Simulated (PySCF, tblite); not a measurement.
**C₃H₉FNSi₂ radical: geometry, infrared bands and EPR parameters**

What infrared bands and EPR parameters should C₃H₉FNSi₂ radical (`F[C@@H]1C[C@@H]1[SiH2]N[SiH2]`) show?

Computed with tblite 0.8.0 and PySCF 2.14.0, with density-fitted response routines of our own, on a single molecule in the gas phase. Atoms count from 0, in the outputs and in this text.

## (1) Starting geometry

16 atoms, charge 0, multiplicity 2; geometry from: force field or distance geometry start.

Bonds of the start (Å): F0–C1 1.37, C1–C2 1.51, C2–C3 1.50, C3–Si4 1.85, Si4–N5 1.69, N5–Si6 1.70, C3–C1 1.50, C1–H7 1.07, C2–H8 1.08, C2–H9 1.09, C3–H10 1.09, Si4–H11 1.48, Si4–H12 1.48, N5–H13 1.01, Si6–H14 1.48, Si6–H15 1.47.

## (2) Geometry optimisation with GFN2-xTB

Job settings and geometry (Å):

```
{"job": {"kind": "relax", "xc": "GFN2-xTB", "basis": "xTB"}, "charge": 0, "multiplicity": 2}
F     -2.315700    -0.046200    -1.652100
C     -2.352000    -0.453400    -0.342700
C     -1.926900     0.543300     0.702500
C     -1.059400    -0.635200     0.391100
Si     0.546100    -0.398900    -0.501300
N      1.748900    -0.076800     0.637400
Si     3.253300     0.079100    -0.145700
H     -3.178600    -1.108800    -0.142300
H     -1.656100     1.530200     0.344400
H     -2.481400     0.553000     1.642700
H     -1.022500    -1.436300     1.135400
H      0.463800     0.764600    -1.416300
H      0.904100    -1.625100    -1.242200
H      1.541900     0.789700     1.119300
H      4.265400     0.112300     0.933500
H      3.261500     1.417500    -0.757000
```

Launch:

```sh
$ OMP_NUM_THREADS=1 python probes_run.py task.json out
```

This one command runs all jobs of the session in turn.

**Question.** This job is followed by: GFN2-xTB harmonic vibrations, gas phase; UKS B3LYP, pcH-1 on C F H N Si, non-relativistic, mean-field spin-orbit, GIAO. Predict these results of the whole session: strongest single infrared mode (GFN2-xTB); zero-point energy (GFN2-xTB); g(iso) (B3LYP); ⟨S²⟩; largest a(iso) (averaged by class); potential on the surface of density 0.002 e/bohr³, 1st and 99th percentile.

The runs gave:

| quantity | value |
| --- | --- |
| strongest single infrared mode (GFN2-xTB) | 2328 cm⁻¹, 413 km/mol |
| zero-point energy (GFN2-xTB) | 68.9 kcal/mol |
| g(iso) (B3LYP) | 2.00289 |
| ⟨S²⟩ | 0.751 (exact 0.75) |
| largest a(iso) (averaged by class) | 29Si on Si6, -514.1 MHz |
| potential on the surface of density 0.002 e/bohr³, 1st and 99th percentile | -0.96 V and 1.65 V |

Over 109 steps the energy fell by 0.502 eV; of the close pairs, Si4–N5 changed most, 1.687 to 1.726 Å. All 42 modes are real, so the xTB geometry is a minimum. The strongest single mode, at 2328 cm⁻¹, moves mainly H15. Unscaled tight-binding wavenumbers are off by several per cent, some by more. Its intensities can rank the bands wrongly. Most of the unpaired spin sits on Si6 (0.83 e). The isotropic g lies 0.6 ppt above the free-electron value. These values are for one conformer; the search (at its own cheap level) found 2 more, at 0.07, 0.92 kcal/mol, and measured spectra average over such forms.
